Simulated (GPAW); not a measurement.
The system is GaN.

```
Ga N
1.0
     3.19000    0.00000    0.00000
    -1.59500    2.76262    0.00000
     0.00000    0.00000    5.18900
Ga N
2 2
Cartesian
  1.5950 0.9209 0.0000
  0.0000 1.8417 2.5945
  1.5950 0.9209 1.9459
  0.0000 1.8417 4.5404
```

Base run:

| Item | Value |
| --- | --- |
| Program | GPAW 26.7.0 |
| Functional | LDA |
| Potentials or basis | the program's PAW data sets (release 1.2.1) made for this functional |
| Cutoff | 800 eV |
| Basis | pw |
| k mesh | 7 × 7 × 4 |
| Occupations | fermi-dirac, width 0.05 eV |
| Spin | no spin polarisation |

Its results: band gap on the k mesh 2.04 eV, direct.

The run is repeated on the same cell with these changes: functional from LDA to GLLB-SC. What comes out?

Band gap on the k mesh, kohn-sham part alone 2.31 eV, direct.

Caveats: a model potential gives levels but no total energy (some runs).
